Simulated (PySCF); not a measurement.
# C2H7ClGeO: runs on many settings

Which settings matter for C2H7ClGeO (`ClCC[O][GeH3]`)?

The runs use PySCF 2.14.0, with density-fitted response routines of our own; the level of theory stands in each step. All values are computed, except where a source is named. Atoms are numbered from 0 throughout.

## 1. The molecule as given

12 atoms, charge 0, multiplicity 1; geometry from: GFN2-xTB.

Bonds of the start (Å): Cl0–C1 1.77, C1–C2 1.52, C2–O3 1.39, O3–Ge4 1.77, C1–H5 1.09, C1–H6 1.09, C2–H7 1.10, C2–H8 1.10, Ge4–H9 1.50, Ge4–H10 1.50, Ge4–H11 1.49.

## 2. NMR shieldings: PBE0/pcSseg-1

What the job is given:

```
{"job": {"kind": "nmr", "xc": "PBE0", "basis": "pcSseg-1"}, "charge": 0, "multiplicity": 1}
Cl    -0.480905     1.153922    -1.551027
C     -1.428682     0.011250    -0.584489
C     -0.869533    -0.013628     0.828747
O      0.413764    -0.549900     0.909310
Ge     1.848695    -0.123889    -0.029725
H     -1.331273    -0.967793    -1.051895
H     -2.465863     0.342209    -0.590985
H     -1.517403    -0.648997     1.446789
H     -0.890882     1.004251     1.238836
H      1.779366    -0.685246    -1.421238
H      2.104487     1.354250    -0.015125
H      2.839428    -0.877114     0.794777
```

With the program's defaults for keys left out, this is: GIAO PBE0/pcSseg-1 NMR shielding, non-relativistic, gas phase.

Started as:

```bash
> OMP_NUM_THREADS=1 python probes_run.py task.json out
```

One launch serves the whole session: the jobs run in the order shown.

The program printed:

```text
coarse grid: 46576 points
cycle   1  E = -2691.8721470496  dE = -1.561e-01  |g| = 1.079e+00  |ddm| = 3.112e+00
cycle   2  E = -2691.6541654537  dE =  2.180e-01  |g| = 1.497e+00  |ddm| = 1.696e+00
cycle   3  E = -2691.9817943480  dE = -3.276e-01  |g| = 2.674e-01  |ddm| = 1.320e+00
cycle   4  E = -2691.9939461531  dE = -1.215e-02  |g| = 6.601e-02  |ddm| = 2.170e-01
cycle   5  E = -2691.9943667696  dE = -4.206e-04  |g| = 9.000e-03  |ddm| = 4.730e-02
cycle   6  E = -2691.9943792095  dE = -1.244e-05  |g| = 2.691e-03  |ddm| = 9.538e-03
cycle   7  E = -2691.9943807359  dE = -1.526e-06  |g| = 6.311e-04  |ddm| = 2.483e-03
final grid: 96016 points
cycle   8  E = -2691.9944027677  dE =  4.757e-10  |g| = 7.385e-04  |ddm| = 1.555e-03
cycle   9  E = -2691.9944026854  dE =  8.232e-08  |g| = 9.538e-04  |ddm| = 1.298e-03
cycle  10  E = -2691.9944028954  dE = -2.100e-07  |g| = 9.595e-05  |ddm| = 7.403e-04
cycle  11  E = -2691.9944028971  dE = -1.644e-09  |g| = 1.502e-05  |ddm| = 6.366e-05
cycle  12  E = -2691.9944028971  dE = -4.729e-11  |g| = 4.198e-06  |ddm| = 1.475e-05
converged SCF energy = -2691.9944028971

GIAO shielding tensors (ppm)
atom      isotropic    diamagn.    paramagn.     s11        s22        s33       span
  0 Cl     862.922    1148.240    -285.319    710.520    875.179   1003.067    292.547
  1 C      131.757     249.851    -118.094    103.403    136.931    154.937     51.534
  2 C      115.991     241.669    -125.678     98.365    106.171    143.438     45.072
  3 O      331.705     400.502     -68.797    261.361    353.494    380.260    118.899
  4 Ge    1402.849    2755.432   -1352.584   1286.903   1309.366   1612.277    325.375
  5 H       27.933      29.946      -2.013     23.455     25.811     34.533     11.078
  6 H       28.010      28.977      -0.967     21.755     26.906     35.371     13.616
  7 H       27.322      28.323      -1.001     21.890     26.787     33.289     11.399
  8 H       27.901      29.186      -1.285     22.858     26.757     34.089     11.231
  9 H       26.343      28.828      -2.485     19.075     23.796     36.159     17.085
 10 H       26.457      28.620      -2.163     19.782     23.284     36.306     16.524
 11 H       27.054      28.614      -1.560     19.516     22.468     39.179     19.663
```

Run time: 12 s. Hardware: 1 thread of AMD EPYC 9R45, shared host; peak memory 0.69 GiB.

Shifts follow as δ = σ(reference) − σ, with reference shieldings (ppm) from runs at the same level and on the same kind of geometry: 1H TMS 31.72, 13C TMS 186.9, 17O H2O 336.1, 73Ge GeMe4 1331, 35Cl HCl 950. The references are single molecules in the gas phase, so shifts against H2O, NH3, PH3, H3PO4 or CFCl3 are not on the usual liquid scales and can be off by tens of ppm. Atoms listed in one row are averaged.

```
       atoms                          environment  σ (ppm)  δ (ppm)
          C2                  sp3 CH2 bonded to O    116.0     70.9
          C1                 sp3 CH2 bonded to Cl    131.8     55.2
H9, H10, H11  hydrogen on a germanium bonded to O    26.62     5.10
      H7, H8   hydrogen on an sp3 CH2 bonded to O    27.61     4.11
      H5, H6  hydrogen on an sp3 CH2 bonded to Cl    27.97     3.75
         Cl0                 chlorine bonded to C      863       87
          O3               oxygen bonded to C, Ge    331.7      4.4
         Ge4           germanium bonded to O, 3 H     1403      -72
```

The run also stored atomic charges by several schemes (e):

```
atoms  Mulliken    IAO  Hirshfeld  ESP fit
  Cl0     -0.16  -0.08      -0.02    -0.13
   C1     -0.23  -0.26      -0.04    -0.31
   C2      0.11  -0.04      -0.01     0.25
   O3     -0.72  -0.62      -0.25    -0.47
  Ge4      0.50   0.71       0.35     0.49
```

Mayer bond orders: Cl0–C1 0.95, C1–C2 1.01, C2–O3 0.94, O3–Ge4 0.79.

The fields below are evaluated on a grid from the run's orbitals.

Frontier orbitals at PBE0/pcSseg-1, with the share of their density that lies nearest to each atom:

```
orbital  energy (eV)                                      lies on
   HOMO        -7.81                     O3 53 %; H9 13 %; H8 7 %
   LUMO         0.67  Cl0 19 %; C1 13 %; 4 H atoms about 9 % each
```

ELF in a plane through or near 6 of the atoms.

Ten even steps from '0' (0.00) to '9' (1.00):
```
0000000000000000000000000000
0000000000000000000000000000
0000000000000000000000000000
0000000000000000010000000000
0000000000012100388400000000
0000389710267513899920000000
0002899950388845999820000000
0004999972384482388300000000
0004999931187671263000000000
0002798447347537985577300000
0000133154413106625999800000
0000002212121014364999910000
0000001466720235656899700000
0000002589810565532344100000
0000002588401687630000000000
0000000132001677741000000000
0000000000000356531000000000
0000000000000123210000000000
0000000000000000000000000000
0000000000000000000000000000
```
The map spans 11.0 Å across and 8.6 Å up, centred on the molecule. Atoms in the plane (x, y in Å): C1 (1.4, -0.5), C2 (0.8, 0.8), O3 (-0.5, 1.0), Ge4 (-1.9, -0.1), H6 (2.5, -0.6), H7 (1.4, 1.6).

On the surface of density 0.002 e/bohr³ the electrostatic potential runs, from the 1st to the 99th percentile, from -1.35 V near O3 to 1.23 V near H6.

## 3. Ultraviolet spectrum: PBE0/def2-SVPD

The job, as its differences from that of step 2:

```diff
@@ -1,2 +1,2 @@
-{"job": {"kind": "nmr", "xc": "PBE0", "basis": "pcSseg-1"}, "charge": 0, "multiplicity": 1}
+{"job": {"kind": "uv", "xc": "PBE0", "basis": "def2-SVPD", "nstates": 6, "ntriplets": 2}, "charge": 0, "multiplicity": 1}
 Cl    -0.480905     1.153922    -1.551027
```

Method: TDDFT PBE0/def2-SVPD, vertical, gas phase, core orbitals frozen in the response.

The program printed:

```text
coarse grid: 46576 points
cycle   1  E = -2691.6574426396  dE = -1.284e-01  |g| = 7.352e-01  |ddm| = 4.200e+00
cycle   2  E = -2691.4542195647  dE =  2.032e-01  |g| = 1.261e+00  |ddm| = 2.236e+00
cycle   3  E = -2691.7469905497  dE = -2.928e-01  |g| = 1.329e-01  |ddm| = 1.512e+00
cycle   4  E = -2691.7498955078  dE = -2.905e-03  |g| = 3.917e-02  |ddm| = 1.885e-01
cycle   5  E = -2691.7500891767  dE = -1.937e-04  |g| = 6.689e-03  |ddm| = 4.494e-02
cycle   6  E = -2691.7500983184  dE = -9.142e-06  |g| = 2.415e-03  |ddm| = 1.121e-02
final grid: 96016 points
cycle   7  E = -2691.7500995557  dE =  1.119e-06  |g| = 3.234e-03  |ddm| = 1.039e-02
cycle   8  E = -2691.7500971482  dE =  2.407e-06  |g| = 4.437e-03  |ddm| = 1.024e-02
cycle   9  E = -2691.7501022234  dE = -5.075e-06  |g| = 1.422e-04  |ddm| = 5.989e-03
cycle  10  E = -2691.7501022284  dE = -5.046e-09  |g| = 2.608e-05  |ddm| = 2.377e-04
cycle  11  E = -2691.7501022286  dE = -1.246e-10  |g| = 9.453e-06  |ddm| = 3.748e-05
converged SCF energy = -2691.7501022286

Static polarisability (au): isotropic 71.591, principal 62.319 73.494 78.961

Singlet excitations
state   eV       nm        f      main configurations
  1   6.6939    185.2   0.00122   H->L 0.91
  2   7.0758    175.2   0.00199   H->L+2 0.73, H-1->L 0.14
  3   7.2206    171.7   0.03172   H-1->L 0.64, H->L+1 0.23
  4   7.2502    171.0   0.02002   H->L+1 0.73, H-1->L 0.15, H->L+2 0.08
  5   7.4620    166.2   0.00584   H-2->L 0.49, H-1->L+2 0.23, H-2->L+2 0.20
  6   7.5397    164.4   0.00607   H-1->L+2 0.62, H-2->L 0.17

Triplet excitations (Tamm-Dancoff, eV): 6.3644 6.6495
```

Run time: 14 s. Hardware: 1 thread of AMD EPYC 9R45, shared host; peak memory 0.77 GiB.

The orbitals next to the gap, with their largest atomic shares:

```
orbital     eV                        atoms
 HOMO−3  -9.22   Cl0 43 %, O3 33 %, Ge4 6 %
 HOMO−2  -8.71    Cl0 66 %, C1 12 %, O3 4 %
 HOMO−1  -8.26  O3 30 %, Cl0 18 %, Ge4 14 %
   HOMO  -7.84    O3 48 %, Ge4 11 %, H9 9 %
   LUMO   0.23  Cl0 25 %, Ge4 21 %, C1 11 %
 LUMO+1   0.49   Ge4 40 %, H9 10 %, H10 8 %
 LUMO+2   0.55  Cl0 34 %, Ge4 20 %, C1 15 %
```

With each of the 6 states as a Gaussian band of 0.4 eV half-width at 1/e, the curve within the window shown has maxima at 171 nm (ε 2,500) L/(mol cm). Beyond the last state computed it falls off for lack of states. The curve at chosen wavelengths:

nm, ε (L/mol/cm) and a bar:
```
      158        449 #####
      160        755 #########
      162       1149 ##############
      163       1367 ################
      165       1808 ######################
      167       2186 ##########################
      169       2428 #############################
      171       2483 ##############################
      172       2439 #############################
      174       2224 ###########################
      176       1889 #######################
      178       1502 ##################
      180       1125 ##############
      181        954 ###########
      183        662 ########
      185        441 #####
      187        285 ###
      189        180 ##
      190        143 ##
      192         89 #
      194         56 #
      196         35 
      198         22 
      199         17 
      201         11 
      203          7
```

Leading natural transition orbitals of singlet state 3: the hole lies on O3 34 %; Cl0 15 %; H10 15 %; the particle on H9, H10 about 15 % each; O3 12 %; Ge4 11 %.

Leading natural transition orbitals of singlet state 1: the hole lies on O3 55 %; H9 13 %; H8 7 %; the particle on H9, H10 about 17 % each; Ge4 14 %; O3 13 %.

Further results of this job:

```
           property  computed
  dipole moment (D)      1.36
polarisability (Å³)     10.61
 HOMO–LUMO gap (eV)      8.07
      −ε(HOMO) (eV)      7.84
```

## 4. TDDFT and polarisability: PBE0/def2-TZVP in dichloromethane

The job, as its differences from that of step 3:

```diff
@@ -1,2 +1,2 @@
-{"job": {"kind": "uv", "xc": "PBE0", "basis": "def2-SVPD", "nstates": 6, "ntriplets": 2}, "charge": 0, "multiplicity": 1}
+{"job": {"kind": "uv", "xc": "PBE0", "basis": "def2-TZVP", "solvent": "dichloromethane", "nstates": 12, "ntriplets": 2, "tda": false}, "charge": 0, "multiplicity": 1}
 Cl    -0.480905     1.153922    -1.551027
```

Level: TDDFT PBE0/def2-TZVP, vertical, IEF-PCM dichloromethane (non-equilibrium linear response), core orbitals frozen in the response.

The program printed:

```text
coarse grid: 46576 points
cycle   1  E = -2692.2214143039  dE = -8.638e-02  |g| = 9.268e-01  |ddm| = 2.547e+00
cycle   2  E = -2692.0136697173  dE =  2.077e-01  |g| = 1.438e+00  |ddm| = 1.646e+00
cycle   3  E = -2692.3266440699  dE = -3.130e-01  |g| = 1.851e-01  |ddm| = 1.292e+00
cycle   4  E = -2692.3318013005  dE = -5.157e-03  |g| = 4.369e-02  |ddm| = 1.373e-01
cycle   5  E = -2692.3319833138  dE = -1.820e-04  |g| = 6.440e-03  |ddm| = 3.074e-02
cycle   6  E = -2692.3319903523  dE = -7.038e-06  |g| = 1.989e-03  |ddm| = 6.795e-03
final grid: 96016 points
cycle   7  E = -2692.3319936681  dE = -2.274e-08  |g| = 2.057e-03  |ddm| = 5.019e-03
cycle   8  E = -2692.3319933791  dE =  2.890e-07  |g| = 2.430e-03  |ddm| = 2.915e-03
cycle   9  E = -2692.3319944344  dE = -1.055e-06  |g| = 3.402e-04  |ddm| = 1.594e-03
cycle  10  E = -2692.3319944541  dE = -1.971e-08  |g| = 4.809e-05  |ddm| = 2.548e-04
cycle  11  E = -2692.3319944545  dE = -3.865e-10  |g| = 5.981e-06  |ddm| = 3.701e-05
converged SCF energy = -2692.3319944545

Static polarisability (au): isotropic 86.731, principal 76.578 89.954 93.662

Singlet excitations
state   eV       nm        f      main configurations
  1   6.8240    181.7   0.00152   H->L 0.95
  2   7.2988    169.9   0.00253   H->L+1 0.66, H-1->L 0.24
  3   7.3972    167.6   0.04762   H-1->L 0.70, H->L+1 0.23
  4   7.6499    162.1   0.00416   H-2->L+1 0.50, H-2->L 0.36, H-1->L+1 0.09
  5   7.7782    159.4   0.00779   H-1->L+1 0.75
  6   7.8961    157.0   0.06416   H->L+2 0.96
  7   8.0918    153.2   0.00407   H-2->L 0.56, H-2->L+1 0.39
  8   8.3661    148.2   0.06244   H-1->L+2 0.93
  9   8.4602    146.5   0.05734   H-3->L 0.84
 10   8.5852    144.4   0.00726   H-3->L+1 0.51, H->L+3 0.38
 11   8.6543    143.3   0.02138   H->L+3 0.54, H-3->L+1 0.37
 12   8.8110    140.7   0.01442   H-2->L+2 0.93

Triplet excitations (Tamm-Dancoff, eV): 6.4590 6.7650
```

Wall time 19 s (1 thread of AMD EPYC 9R45, shared host); peak memory 0.97 GiB.

Key values: HOMO -7.75 eV, LUMO 0.61 eV; lowest singlet 6.82 eV.

## 5. Nuclear shieldings: wB97X/pcSseg-1

The job, as its differences from that of step 4:

```diff
@@ -1,2 +1,2 @@
-{"job": {"kind": "uv", "xc": "PBE0", "basis": "def2-TZVP", "solvent": "dichloromethane", "nstates": 12, "ntriplets": 2, "tda": false}, "charge": 0, "multiplicity": 1}
+{"job": {"kind": "nmr", "xc": "wB97X", "basis": "pcSseg-1", "pop": true}, "charge": 0, "multiplicity": 1}
 Cl    -0.480905     1.153922    -1.551027
```

Method: GIAO wB97X/pcSseg-1 NMR shielding, non-relativistic, gas phase.

The program printed:

```text
coarse grid: 46576 points
cycle   1  E = -2692.4548948419  dE = -5.441e-02  |g| = 1.100e+00  |ddm| = 3.060e+00
cycle   2  E = -2692.4244966549  dE =  3.040e-02  |g| = 1.155e+00  |ddm| = 1.200e+00
cycle   3  E = -2692.5972809906  dE = -1.728e-01  |g| = 1.096e-01  |ddm| = 6.797e-01
cycle   4  E = -2692.5991736930  dE = -1.893e-03  |g| = 4.921e-02  |ddm| = 9.409e-02
cycle   5  E = -2692.5995135965  dE = -3.399e-04  |g| = 5.762e-03  |ddm| = 3.468e-02
cycle   6  E = -2692.5995236550  dE = -1.006e-05  |g| = 2.113e-03  |ddm| = 1.105e-02
cycle   7  E = -2692.5995248207  dE = -1.166e-06  |g| = 5.440e-04  |ddm| = 3.133e-03
final grid: 96016 points
cycle   8  E = -2692.5990678190  dE = -7.040e-07  |g| = 8.326e-04  |ddm| = 2.299e-03
cycle   9  E = -2692.5990678682  dE = -4.915e-08  |g| = 6.543e-04  |ddm| = 1.054e-03
cycle  10  E = -2692.5990679377  dE = -6.953e-08  |g| = 6.497e-05  |ddm| = 4.606e-04
cycle  11  E = -2692.5990679387  dE = -1.015e-09  |g| = 2.687e-05  |ddm| = 8.682e-05
cycle  12  E = -2692.5990679389  dE = -2.228e-10  |g| = 6.714e-06  |ddm| = 4.799e-05
converged SCF energy = -2692.5990679389

GIAO shielding tensors (ppm)
atom      isotropic    diamagn.    paramagn.     s11        s22        s33       span
  0 Cl     877.050    1148.575    -271.525    729.590    885.389   1016.170    286.580
  1 C      136.514     249.489    -112.975    110.052    141.652    157.837     47.785
  2 C      119.800     241.095    -121.295    102.288    110.548    146.563     44.274
  3 O      342.524     400.944     -58.420    275.588    362.684    389.301    113.713
  4 Ge    1414.432    2754.852   -1340.420   1298.714   1320.133   1624.449    325.735
  5 H       28.139      30.159      -2.019     23.698     25.994     34.726     11.028
  6 H       28.247      29.022      -0.775     21.970     27.078     35.691     13.721
  7 H       27.520      28.460      -0.940     22.022     26.969     33.569     11.547
  8 H       28.067      29.427      -1.360     23.053     26.979     34.170     11.118
  9 H       26.584      29.086      -2.501     19.382     24.010     36.361     16.979
 10 H       26.680      28.836      -2.156     20.015     23.471     36.554     16.539
 11 H       27.259      28.727      -1.468     19.758     22.662     39.358     19.599
```

Run time: 12 s. Hardware: 1 thread of AMD EPYC 9R45, shared host; peak memory 0.92 GiB.

This run: σ C2 119.8, C1 136.5, Cl0 877, O3 342.5, H9 26.84, H7 27.79 ppm (means over like atoms).

## 6. NMR shieldings: B97-D/STO-3G

The job, as its differences from that of step 5:

```diff
@@ -1,2 +1,2 @@
-{"job": {"kind": "nmr", "xc": "wB97X", "basis": "pcSseg-1", "pop": true}, "charge": 0, "multiplicity": 1}
+{"job": {"kind": "nmr", "xc": "B97-D", "basis": "STO-3G", "pop": true, "scf": {"guess": "sap"}}, "charge": 0, "multiplicity": 1}
 Cl    -0.480905     1.153922    -1.551027
```

With the program's defaults for keys left out, this is: GIAO B97-D/STO-3G NMR shielding, non-relativistic, gas phase.

The program printed:

```text
final grid: 96016 points
cycle   1  E = -2651.5448086792  dE =  8.721e+00  |g| = 5.184e+00  |ddm| = 1.107e+01
cycle   2  E = -2559.2319387588  dE =  9.231e+01  |g| = 5.869e+00  |ddm| = 1.909e+01
cycle   3  E = -2642.2033386008  dE = -8.297e+01  |g| = 3.093e+00  |ddm| = 1.979e+01
cycle   4  E = -2634.5859385973  dE =  7.617e+00  |g| = 4.367e+00  |ddm| = 1.841e+01
cycle   5  E = -2662.1661589796  dE = -2.758e+01  |g| = 1.325e+00  |ddm| = 1.430e+01
cycle   6  E = -2662.3769407475  dE = -2.108e-01  |g| = 1.100e+00  |ddm| = 3.188e+00
cycle   7  E = -2662.4873375605  dE = -1.104e-01  |g| = 9.559e-01  |ddm| = 5.629e-01
cycle   8  E = -2662.5447533975  dE = -5.742e-02  |g| = 8.808e-01  |ddm| = 4.143e-01
cycle   9  E = -2662.6286720854  dE = -8.392e-02  |g| = 7.588e-01  |ddm| = 5.065e-01
cycle  10  E = -2662.7893520835  dE = -1.607e-01  |g| = 5.353e-01  |ddm| = 1.089e+00
cycle  11  E = -2662.8909328947  dE = -1.016e-01  |g| = 1.971e-01  |ddm| = 7.490e-01
cycle  12  E = -2662.8992150072  dE = -8.282e-03  |g| = 1.553e-01  |ddm| = 2.969e-01
cycle  13  E = -2662.9068642952  dE = -7.649e-03  |g| = 4.289e-02  |ddm| = 2.973e-01
cycle  14  E = -2662.9075400726  dE = -6.758e-04  |g| = 5.984e-03  |ddm| = 8.511e-02
cycle  15  E = -2662.9075544818  dE = -1.441e-05  |g| = 1.524e-03  |ddm| = 1.330e-02
cycle  16  E = -2662.9075553425  dE = -8.607e-07  |g| = 1.848e-04  |ddm| = 2.772e-03
cycle  17  E = -2662.9075553561  dE = -1.360e-08  |g| = 2.716e-05  |ddm| = 3.882e-04
cycle  18  E = -2662.9075553564  dE = -2.547e-10  |g| = 8.752e-06  |ddm| = 6.571e-05
converged SCF energy = -2662.9075553564

GIAO shielding tensors (ppm)
atom      isotropic    diamagn.    paramagn.     s11        s22        s33       span
  0 Cl    1018.108    1129.189    -111.081    939.460   1011.783   1103.082    163.622
  1 C      182.053     245.478     -63.425    149.437    184.656    212.067     62.630
  2 C      176.683     245.061     -68.379    154.802    164.485    210.761     55.958
  3 O      429.531     372.150      57.381    300.571    444.752    543.271    242.700
  4 Ge    2039.392    2728.828    -689.435   1903.731   1919.203   2295.244    391.513
  5 H       30.609      30.678      -0.070     25.984     27.578     38.264     12.279
  6 H       30.419      29.664       0.754     24.162     28.214     38.881     14.720
  7 H       30.370      29.701       0.669     25.029     27.874     38.207     13.178
  8 H       31.167      30.925       0.242     26.369     28.738     38.394     12.025
  9 H       31.145      32.361      -1.216     24.630     28.887     39.919     15.290
 10 H       31.239      32.095      -0.855     25.002     28.304     40.411     15.408
 11 H       30.860      31.792      -0.932     23.701     26.638     42.241     18.540
```

Run time: 4.8 s. Hardware: 1 thread of AMD EPYC 9R45, shared host; peak memory 0.69 GiB.

This run: σ C2 176.7, C1 182.1, Cl0 1018, O3 429.5, H5 30.51, H7 30.77 ppm (means over like atoms).

## 7. Comparing the runs: NMR shifts

Shifts (ppm), means over like atoms, with basis size and wall time:

```
           run    C2    C1    H9    H7    H5     O3  functions   time
 PBE0/pcSseg-1  70.9  55.2  5.10  4.11  3.75    4.4        151   12 s
wB97X/pcSseg-1  69.8  53.1  4.97  4.02  3.62   -5.1        151   12 s
  B97-D/STO-3G  53.3  48.0  2.02  2.34  2.59  -98.2         49  4.8 s
```

## 8. Run by run: electronic excitations

Excitations and ground-state properties, with basis size and wall time:

```
                              run  lowest singlet (eV)  brightest (eV)      f  gap (eV)  α (Å³)  μ (D)  functions  time
                   PBE0/def2-SVPD                 6.69            7.22  0.032      8.07   10.61   1.36        184  14 s
PBE0/def2-TZVP in dichloromethane                 6.82            7.90  0.064      8.36   12.85   1.80        220  19 s
```

## 9. Outcome

| quantity | value |
| --- | --- |
| 13C shifts against TMS (PBE0/pcSseg-1) | 70.9, 55.2 ppm |
| 1H shifts against TMS (PBE0/pcSseg-1, means over atoms taken as alike) | 5.10, 4.11, 3.75 ppm |
| 35Cl shifts against HCl (PBE0/pcSseg-1) | 87 ppm |
| 17O shifts against H2O (PBE0/pcSseg-1) | 4.4 ppm |
| 73Ge shifts against GeMe4 (PBE0/pcSseg-1) | -72 ppm |
| potential on the surface of density 0.002 e/bohr³, 1st and 99th percentile | -1.35 V and 1.23 V |
| lowest singlet (PBE0/def2-SVPD) | 6.69 eV (185 nm), f = 0.001 |
| brightest single state of those computed | state 3, 7.22 eV, f = 0.032 |
| lowest triplet | 6.36 eV |
| range of the shift of O3 (minimal bases aside) | -5.1 to 4.4 ppm |
| range of the lowest singlet | 6.69 to 6.82 eV |
| property runs in this session | 5, of which 0 failed and 1 gave unsound results |

In words: Single values in the summary come from the first sound run of each kind (PBE0/pcSseg-1; PBE0/def2-SVPD), which need not be the best level. The most deshielded carbon is C2 (sp3 CH2 bonded to O), at 70.9 ppm: deshielded by the electronegative neighbour. At PBE0/pcSseg-1: Shielding is most anisotropic at Ge4 (span 325 ppm, paramagnetic term -1353 ppm). The lowest singlet, at 6.69 eV, is HOMO→LUMO 0.91 and is weak; of the 6 states computed, the strongest absorption comes from states 3 to 4 together at 7.22 eV. The lowest triplet lies 0.33 eV below the lowest singlet (triplets in Tamm-Dancoff, singlets in full TDDFT). Leaving out the minimal-basis runs, which are unusable for shieldings: Among the atoms with a shift in every run: In ppm, O3 moves most: its shift spreads over 9.4 ppm, from -5.1 (wB97X/pcSseg-1) to 4.4 (PBE0/pcSseg-1). The lowest singlet runs from 6.69 eV (PBE0/def2-SVPD) to 6.82 eV (PBE0/def2-TZVP in dichloromethane), while the orbital gap spans 8.07 to 8.36 eV. The lowest state need not be the same one in every run. The runs solved for a few states only, so the brightest column depends on that window. Spin-orbit coupling is left out, which matters for shieldings and couplings at and beside the heavy atoms.
